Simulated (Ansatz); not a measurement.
# AsH4Si, SMILES [SiH3][AsH]: a test of scalar relativity

Program: the Python package of Ansatz (0.2.0).

The cells in order, each with its output:

**Cell 1**
```python
import warnings

import ansatz
from ase import Atoms
import numpy as np
```

**Cell 2**
```python
warnings.simplefilter("ignore", ansatz.DeckWarning)
```

**Cell 3**
```python
atoms = Atoms(["Si", "As", "H", "H", "H", "H"], positions=[
    (-0.1926, -0.3382, -0.4611),
    (0.8315, -0.18, 1.5792),
    (-1.6044, 0.3247, -0.3771),
    (-0.3095, -1.6904, -0.8766),
    (0.5526, 0.4191, -1.4993),
    (0.7644, 1.4007, 1.5888),
])
geometry = ansatz.Crystal.molecule_from_ase(atoms)
```

**Cell 4**
```python
calc = geometry.calculation()
calc = calc.functional("B3LYP", dispersion="d3bj")
calc = calc.spin("collinear", total=1)
calc = calc.forces()
sets = {"none": "cc-pVTZ", "scalar": "cc-pVTZ-DK"}
found = {kind: calc.basis(gaussian=basis).pseudopotentials(relativity=kind).run(threads=1, pin="off").report for kind, basis in sets.items()}
for kind, each in found.items():
    dipole = 4.803205 * np.linalg.norm(each["charge_distribution"]["dipole_moment_e_ang"])
    print(f"{kind:7s} E = {each['free_energy_ev']:.4f} eV  dipole {dipole:.3f} D  largest force component {np.abs(each['forces_ev_ang']).max():.4f} eV/A")
print(f"relativity lowers the total energy by {found['none']['free_energy_ev'] - found['scalar']['free_energy_ev']:.3f} eV")
```
Output:
```text
none    E = -68786.7819 eV  dipole 0.221 D  largest force component 1.9143 eV/A
scalar  E = -69480.2473 eV  dipole 0.186 D  largest force component 1.9325 eV/A
relativity lowers the total energy by 693.465 eV
```

The total moves by -693.5 eV, nearly all in the cores, and the dipole from 0.22 to 0.19 D.

Caveats:
- Total energies depend on the basis set; only differences at equal settings carry meaning.
- The geometry is a force-field or estimated start, not a minimum of this method. The basis set changes with the Hamiltonian (a set recontracted for scalar relativity), and most of the change in the total lies in the cores.
- The run takes the species as open-shell (spin multiplicity 2), which needn't be its ground state.
- b3lyp holds the VWN-RPA fit, as in Gaussian; the form of ORCA and Turbomole is b3lyp5.
- It ran for 13 s on 1 thread of Arm Neoverse V2, on a shared host, peak memory 0.4 GiB.
